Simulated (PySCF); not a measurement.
# ErH16O8 (Er(H2O)83+): the cost of one run

Computed with PySCF 2.14.0. Level: several levels, as the steps say, no spin–orbit coupling.

1 further run of the same task is left out (for a known fault of the program).

## Step 1: The starting structure

25 atoms, charge 3, spin multiplicity 1.

Bond lengths: Er1–O2 2.431 Å, Er1–O5 2.431 Å, Er1–O8 2.431 Å, Er1–O11 2.431 Å, Er1–O14 2.431 Å, Er1–O17 2.431 Å, Er1–O20 2.431 Å, Er1–O23 2.431 Å, O2–H3 0.975 Å, O2–H4 0.975 Å, O5–H6 0.975 Å, O5–H7 0.975 Å, O8–H9 0.975 Å, O8–H10 0.975 Å, O11–H12 0.975 Å, O11–H13 0.975 Å, O14–H15 0.975 Å, O14–H16 0.975 Å and more. Angles: O2–Er1–O5 74.8°, O2–Er1–O8 118.4°, O2–Er1–O11 74.8°, O2–Er1–O14 75.0°, O2–Er1–O17 141.6°, O2–Er1–O20 141.6°, O2–Er1–O23 75.0°, O5–Er1–O8 74.8°, O5–Er1–O11 118.4°, O5–Er1–O14 75.0°, O5–Er1–O17 75.0°, O5–Er1–O20 141.6°, O5–Er1–O23 141.6°, O8–Er1–O11 74.8°, O8–Er1–O14 141.6°, O8–Er1–O17 75.0°, O8–Er1–O20 75.0°, O8–Er1–O23 141.6° and more.

Coordinates:

```xyz
25

Er    0.0000    0.0000    0.0000
O     2.0874    0.0000    1.2454
H     2.2678    0.0000    2.2035
H     2.9701    0.0000    0.8324
O     0.0000    2.0874    1.2454
H     0.0000    2.2678    2.2035
H     0.0000    2.9701    0.8324
O    -2.0874    0.0000    1.2454
H    -2.2678    0.0000    2.2035
H    -2.9701    0.0000    0.8324
O     0.0000   -2.0874    1.2454
H     0.0000   -2.2678    2.2035
H     0.0000   -2.9701    0.8324
O     1.4760    1.4760   -1.2454
H     2.1002    2.1002   -0.8324
H     1.6036    1.6036   -2.2035
O    -1.4760    1.4760   -1.2454
H    -2.1002    2.1002   -0.8324
H    -1.6036    1.6036   -2.2035
O    -1.4760   -1.4760   -1.2454
H    -2.1002   -2.1002   -0.8324
H    -1.6036   -1.6036   -2.2035
O     1.4760   -1.4760   -1.2454
H     2.1002   -2.1002   -0.8324
H     1.6036   -1.6036   -2.2035
```

Formal oxidation states: Er +3. Each metal's 11 4f electrons lie in its core potential, so multiplicities, spins and levels count the valence alone. An earlier session relaxed this geometry at B3LYP, Er lcecp-1-SVP with ECP57, O def2-SVP, H def2-SVP (singlet, point group D4d). Its vibrations showed it to be a saddle point, relaxed within its symmetry.

At B3LYP on the finer grid: E = -648.514902 Eh, HOMO -20.36 eV, LUMO -12.51 eV, Mulliken charge on Er1 +0.87 e, largest force component 0.007 eV/Å. 

Levels to run: revPBE; wB97X; HF; TPSS. Hardware: 4 threads of Arm Neoverse V1, shared host.

## Step 2: revPBE

File run.py (the lines that set the calculation):

```python
mol = gto.M(atom='''
Er     0.00000     0.00000     0.00000
O      2.08737    -0.00002     1.24545
H      2.26780    -0.00002     2.20355
H      2.97013    -0.00003     0.83238
O      0.00002     2.08737     1.24545
H      0.00002     2.26780     2.20355
H      0.00003     2.97013     0.83238
O     -2.08737     0.00002     1.24545
H     -2.26780     0.00002     2.20355
H     -2.97013     0.00003     0.83238
O     -0.00002    -2.08737     1.24545
H     -0.00002    -2.26780     2.20355
H     -0.00003    -2.97013     0.83238
O      1.47601     1.47598    -1.24545
H      2.10022     2.10017    -0.83238
H      1.60360     1.60356    -2.20355
O     -1.47598     1.47601    -1.24545
H     -2.10017     2.10022    -0.83238
H     -1.60356     1.60360    -2.20355
O     -1.47601    -1.47598    -1.24545
H     -2.10022    -2.10017    -0.83238
H     -1.60360    -1.60356    -2.20355
O      1.47598    -1.47601    -1.24545
H      2.10017    -2.10022    -0.83238
H      1.60356    -1.60360    -2.20355''',
    basis={'Er': 'lcecp-1-SVP', 'O': 'def2-SVP', 'H': 'def2-SVP'},
    ecp={'Er': 'lcecp-1-SVP'},
    charge=3, spin=0)
mf = dft.RKS(mol, xc='PBE_R,PBE')
mf.grids.atom_grid = (75, 302)  # f atoms: unpruned, at least (60, 302)
mf = mf.density_fit()  # fitting sets: Er AutoAux, O def2-universal-JKFIT, H def2-universal-JKFIT
mf.conv_tol = 1e-08; mf.max_cycle = 55
mf.kernel(dm0)  # dm0: the density of the relaxed state
```

Command:

```bash
> OMP_NUM_THREADS=4 python run.py
```

**Question.** How long does this run take on 4 threads of Arm Neoverse V1, shared host?

About 58 s.
